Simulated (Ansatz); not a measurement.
# BPH6 (SMILES [BH3-][PH3+]), step by step

We compute a series of 36 runs (wB97X/cc-pVTZ, U-wB97X/cc-pVTZ, CCSD(T)/cc-pVDZ, UCCSD(T)/cc-pVDZ, UHF/cc-pVDZ, CCSD(T)/jun-cc-pV(D+d)Z, UCCSD(T)/jun-cc-pV(D+d)Z, UHF/jun-cc-pV(D+d)Z, and more) of BH6P and its partners. 

The calculation is run with Ansatz 0.2.0.

## 1. The molecule

BPH6: 8 atoms, total charge 0, spin state singlet. SMILES: `[BH3-][PH3+]`. Geometry: relaxed at PBE0-D4/def2-TZVP.

Bond lengths: B1–P2 1.910 Å, B1–H3 1.209 Å, B1–H4 1.209 Å, B1–H5 1.209 Å, P2–H6 1.408 Å, P2–H7 1.409 Å, P2–H8 1.408 Å. Some angles: B1–P2–H6 118.0°, B1–P2–H7 118.1°, B1–P2–H8 118.0°, P2–B1–H3 103.8°, P2–B1–H4 103.8°, P2–B1–H5 103.8°, H6–P2–H7 99.7°, H6–P2–H8 99.7°, H7–P2–H8 99.7°, H3–B1–H4 114.5°.

## 2. A single-point energy at wB97X/cc-pVTZ (xc omega 0.05) (run 1)

Input file input.yaml:

```yaml
basis:
  gaussian: {orbitals: cc-pVTZ}
crystal:
  periodic: [false, false, false]
  atoms:
    - {symbol: B, position_ang: [-0.556100, 0.227200, -0.914000]}
    - {symbol: P, position_ang: [0.433900, -0.181600, 0.667700]}
    - {symbol: H, position_ang: [-1.693400, 0.343100, -0.520100]}
    - {symbol: H, position_ang: [-0.367800, -0.730200, -1.628000]}
    - {symbol: H, position_ang: [-0.055500, 1.254200, -1.309900]}
    - {symbol: H, position_ang: [0.418800, 0.755700, 1.718800]}
    - {symbol: H, position_ang: [1.823100, -0.380300, 0.547100]}
    - {symbol: H, position_ang: [0.089200, -1.345200, 1.382600]}
hamiltonian: {xc: {name: wB97X, parameters: {omega: 0.05/bohr}}}
```

Command:

```console
$ ansatz run input.yaml --threads 1 --pin off --max-ram 3480MiB --events-out events.jsonl --progress --plain --runs-dir runs
```

Log:

```text
Warning: RAYON_NUM_THREADS=1 ignored (pool sized by the plan → 1); use --threads N
Functional definition: wB97X
  name "wB97X"
  parameter omega = 0.3/bohr
  parameter cx = 0.157706
  parameter cx1 = 0.726479
  parameter cx2 = 1.04760
  parameter cx3 = -5.70635
  parameter cx4 = 13.2794
  parameter css1 = -4.33879
  parameter css2 = 18.2308
  parameter css3 = -31.7430
  parameter css4 = 17.2901
  parameter cos1 = 2.37031
  parameter cos2 = -11.3995
  parameter cos3 = 6.58405
  parameter cos4 = -3.78132
  exchange = spin_sum(e_x_unif_sr(omega)*poly(b97_u_x, 1 - cx, cx1, cx2, cx3, cx4)) + cx*exact_x_sr(omega)
      + exact_x_lr(omega)
  correlation = spin_sum(e_c_pw_same_spin*poly(b97_u_same, 1, css1, css2, css3, css4))
      + integral(e_c_pw_opposite_spin*poly(b97_u_opposite, 1, cos1, cos2, cos3, cos4))
  with omega = 0.05/bohr from the input
837 factors; their error is unknown
37 factors; integrals over basis functions are off by at most 2.4e-7 eV
mean field evaluation 1: about -10062.8365 eV, gradient 2.9e1 eV
mean field evaluation 2: about -10063.4844 eV, gradient 2.5e1 eV
mean field evaluation 4: about -10065.5579 eV, gradient 4.5e-1 eV
mean field evaluation 8: about -10065.5966 eV, gradient 2.3e-2 eV
mean field -10065.59663885 eV, -369.9038537715 hartree, gradient 1.8e-5 eV, S^2 0.000000; 0 other end points of the search recorded, 0 dependent functions left out
reference -10065.59661062 eV, -369.9038527339 hartree; 13, 13 occupied and 135, 135 virtual orbitals, 837 factors
Total energy: -10065.59661062 eV, -369.9038527339 hartree
```

Run time: 8.4 s. Hardware: 1 thread of Arm Neoverse V1, shared host; peak memory 0.24 GiB.

## 3. The triplet: a single-point energy at U-wB97X/cc-pVTZ (xc omega 0.05) (run 2)

input.yaml: that of step 2 with these lines changed.

```diff
@@ -1,3 +1 @@
-basis:
-  gaussian: {orbitals: cc-pVTZ}
 crystal:
@@ -13,2 +11,5 @@
     - {symbol: H, position_ang: [0.089200, -1.345200, 1.382600]}
+basis:
+  gaussian: {orbitals: cc-pVTZ}
+magnetization: {spin_polarized: true, initial_magnetization: 2}
 hamiltonian: {xc: {name: wB97X, parameters: {omega: 0.05/bohr}}}
```

Command:

```console
$ ansatz run input.yaml --threads 1 --pin off --max-ram 3480MiB --events-out events.jsonl --progress --plain --runs-dir runs
```

Log, cut to the lines that bear on the results:

```text
Warning: RAYON_NUM_THREADS=1 ignored (pool sized by the plan → 1); use --threads N
[... 2 set-up lines as earlier in the session ...]
[...]
      + exact_x_lr(omega)
[...]
      + integral(e_c_pw_opposite_spin*poly(b97_u_opposite, 1, cos1, cos2, cos3, cos4))
  with omega = 0.05/bohr from the input
837 factors; their error is unknown
37 factors; integrals over basis functions are off by at most 2.4e-7 eV
[...]
mean field -10058.19843762 eV, -369.6319748908 hartree, gradient 2.4e-6 eV, S^2 2.006986; 12 other end points of the search recorded, 0 dependent functions left out
reference -10058.19841983 eV, -369.6319742369 hartree; 14, 12 occupied and 134, 136 virtual orbitals, 837 factors
Total energy: -10058.19841983 eV, -369.6319742369 hartree
```

It took 3.3 min on 1 thread of Arm Neoverse V1, shared host; peak memory 0.43 GiB.

Runs 3 to 18 aren't shown in full; the table further down has their settings and results.

## 4. The H atom: the energy at UHF/jun-cc-pV(D+d)Z (run 19)

Input file input.yaml:

```yaml
crystal:
  periodic: [false, false, false]
  atoms:
    - {symbol: H, position_ang: [0.000000, 0.000000, 0.000000]}
basis:
  gaussian:
    orbitals: jun-cc-pV_D+d_Z.json
magnetization:
  spin_polarized: true
  initial_magnetization: 1
hamiltonian:
  xc: hf
```

The basis set jun-cc-pV(D+d)Z is read from a file made from the Basis Set Exchange's data (not shown).

Run the same way, it converges to -0.49928 Eh (log not shown).

Runs 20 to 35 aren't shown in full; the table further down has their settings and results.

## 5. The P atom: a single-point energy at UCCSD(T)/aug-cc-pVTZ (run 36)

Input file job.yaml:

```yaml
basis:
  gaussian:
    orbitals: aug-cc-pVTZ
crystal:
  periodic: [false, false, false]
  atoms:
    - {symbol: P, position_ang: [0.000000, 0.000000, 0.000000]}
magnetization:
  spin_polarized: true
  initial_magnetization: 3
correlation:
  method: ccsd_t
  frozen_orbitals: {P: 5}
scf:
  omitted_lower_state_checks: [cluster_reference, increment]
```

Command:

```console
$ ansatz run job.yaml --threads 1 --pin off --max-ram 3480MiB --events-out events.jsonl --progress --plain --runs-dir runs
```

Log, cut to the lines that bear on the results:

```text
Warning: RAYON_NUM_THREADS=1 ignored (pool sized by the plan → 1); use --threads N
Functional definition: HF
  name "HF"
[...]
281 factors; integrals over basis functions are off by at most 8.8e-5 eV
[...]
mean field -9271.36805172 eV, -340.7164915418 hartree, gradient 1.3e-6 eV, S^2 3.750595; 0 other end points of the search recorded, 0 dependent functions left out
5 core orbitals not correlated: weight in the atoms' cores, before any rotation towards them, 1.000 or more for the frozen orbitals, at most 0.000 for the correlated occupied ones
reference -9271.36805172 eV, -340.7164915418 hartree; 4, 1 occupied and 41, 44 virtual orbitals, 281 factors
second order -2.29303216 eV of doubles, -0.00000000 eV of singles
cycle   1  -2.66442825 eV  change   -3.7e-1 eV  update   4.3e-2
[...]
cycle   8  -2.76818335 eV  change    1.6e-6 eV  update   1.4e-6
perturbative correction -0.10864532 eV, -0.0039926419 hartree
Total energy: -9274.24488039 eV, -340.8222130455 hartree
Checks for a lower state left out: cluster_reference, increment
```

Wall time 0.61 s (1 thread of Arm Neoverse V1, shared host); peak memory 0.1 GiB.

## 6. All runs side by side

```
run                            level  xc omega  frozen core orbitals  partner  energy (Eh)  wall time
  1    wB97X/cc-pVTZ (xc omega 0.05)      0.05                     –     base  -369.903853      8.4 s
  2  U-wB97X/cc-pVTZ (xc omega 0.05)      0.05                     –  triplet  -369.631974    3.3 min
  3     wB97X/cc-pVTZ (xc omega 0.1)       0.1                     –     base  -369.847116      8.7 s
  4   U-wB97X/cc-pVTZ (xc omega 0.1)       0.1                     –  triplet  -369.574074    3.5 min
  5    wB97X/cc-pVTZ (xc omega 0.15)      0.15                     –     base  -369.816403      8.4 s
  6  U-wB97X/cc-pVTZ (xc omega 0.15)      0.15                     –  triplet  -369.541763    3.9 min
  7     wB97X/cc-pVTZ (xc omega 0.2)       0.2                     –     base  -369.801255      8.4 s
  8   U-wB97X/cc-pVTZ (xc omega 0.2)       0.2                     –  triplet  -369.524585    3.4 min
  9     wB97X/cc-pVTZ (xc omega 0.3)       0.3                     –     base  -369.793768      8.4 s
 10   U-wB97X/cc-pVTZ (xc omega 0.3)       0.3                     –  triplet  -369.512662    4.4 min
 11     wB97X/cc-pVTZ (xc omega 0.4)       0.4                     –     base  -369.797652      8.4 s
 12   U-wB97X/cc-pVTZ (xc omega 0.4)       0.4                     –  triplet  -369.512758      4 min
 13                  CCSD(T)/cc-pVDZ         –                     6     base  -369.178262      1.1 s
 14                 UCCSD(T)/cc-pVDZ         –                     1    atoms   -24.589407     0.18 s
 15                      UHF/cc-pVDZ         –                     –    atoms    -0.499278     0.04 s
 16                 UCCSD(T)/cc-pVDZ         –                     5    atoms  -340.791330     0.18 s
 17          CCSD(T)/jun-cc-pV(D+d)Z         –                     6     base  -369.187667      1.9 s
 18         UCCSD(T)/jun-cc-pV(D+d)Z         –                     1    atoms   -24.589867     0.22 s
 19              UHF/jun-cc-pV(D+d)Z         –                     –    atoms    -0.499278     0.04 s
 20         UCCSD(T)/jun-cc-pV(D+d)Z         –                     5    atoms  -340.794629     0.24 s
 21              CCSD(T)/aug-cc-pVDZ         –                     6     base  -369.192603      6.3 s
 22             UCCSD(T)/aug-cc-pVDZ         –                     1    atoms   -24.591101     0.26 s
 23                  UHF/aug-cc-pVDZ         –                     –    atoms    -0.499334     0.04 s
 24             UCCSD(T)/aug-cc-pVDZ         –                     5    atoms  -340.796697     0.24 s
 25                  CCSD(T)/cc-pVTZ         –                     6     base  -369.266820       17 s
 26                 UCCSD(T)/cc-pVTZ         –                     1    atoms   -24.598101     0.26 s
 27                      UHF/cc-pVTZ         –                     –    atoms    -0.499810     0.04 s
 28                 UCCSD(T)/cc-pVTZ         –                     5    atoms  -340.821019     0.28 s
 29          CCSD(T)/jun-cc-pV(T+d)Z         –                     6     base  -369.271539       30 s
 30         UCCSD(T)/jun-cc-pV(T+d)Z         –                     1    atoms   -24.598293     0.47 s
 31              UHF/jun-cc-pV(T+d)Z         –                     –    atoms    -0.499810     0.04 s
 32         UCCSD(T)/jun-cc-pV(T+d)Z         –                     5    atoms  -340.822115     0.59 s
 33              CCSD(T)/aug-cc-pVTZ         –                     6     base  -369.272200     13 min
 34             UCCSD(T)/aug-cc-pVTZ         –                     1    atoms   -24.598451     0.54 s
 35                  UHF/aug-cc-pVTZ         –                     –    atoms    -0.499821     0.04 s
 36             UCCSD(T)/aug-cc-pVTZ         –                     5    atoms  -340.822213     0.61 s
```

Convergence of the total energy of singlet BPH6 with the basis set, against the last point:

```csv
basis set,from the last (mEh),wall time
cc-pVDZ,+93.937,1.1 s
jun-cc-pV(D+d)Z,+84.533,1.9 s
aug-cc-pVDZ,+79.597,6.3 s
cc-pVTZ,+5.380,17 s
jun-cc-pV(T+d)Z,+0.661,30 s
aug-cc-pVTZ,+0.000,13 min
```

Convergence of the correlation energy (6 core orbitals frozen) of singlet BPH6 with the basis set, against the last point:

```
      basis set  from the last (mEh)  wall time
        cc-pVDZ              +64.914      1.1 s
jun-cc-pV(D+d)Z              +63.260      1.9 s
    aug-cc-pVDZ              +52.898      6.3 s
        cc-pVTZ               +4.844       17 s
jun-cc-pV(T+d)Z               +4.016       30 s
    aug-cc-pVTZ               +0.000     13 min
```

## 7. What came out

| quantity | value |
| --- | --- |
| P atom, run 36: total energy | -340.82221 Eh |
| P atom, run 36: correlation energy (5 core orbitals frozen) | -105.7 mEh |
| P atom, run 36: (T) correction | -3.99 mEh |
| P atom, run 36: ⟨S²⟩ of the reference determinant | 3.751 |
| P atom, run 36: T1 diagnostic | 0.004 |
| vertical energy of the triplet above the singlet, wB97X/cc-pVTZ (run 1) | 7.398 eV |
| vertical energy of the triplet above the singlet, wB97X/cc-pVTZ (run 3) | 7.430 eV |
| vertical energy of the triplet above the singlet, wB97X/cc-pVTZ (run 5) | 7.473 eV |
| vertical energy of the triplet above the singlet, wB97X/cc-pVTZ (run 7) | 7.529 eV |
| vertical energy of the triplet above the singlet, wB97X/cc-pVTZ (run 9) | 7.649 eV |
| vertical energy of the triplet above the singlet, wB97X/cc-pVTZ (run 11) | 7.752 eV |

**Reading.** For the total energy of singlet BPH6 to stay within 10 mEh of the last point, cc-pVTZ is the first point of the series from which all later ones do (17 s against 13 min). For the correlation energy (6 core orbitals frozen) of singlet BPH6 to stay within 10 mEh of the last point, cc-pVTZ is the first point of the series from which all later ones do (17 s against 13 min). All runs together took 38 min, the longest 13 min.
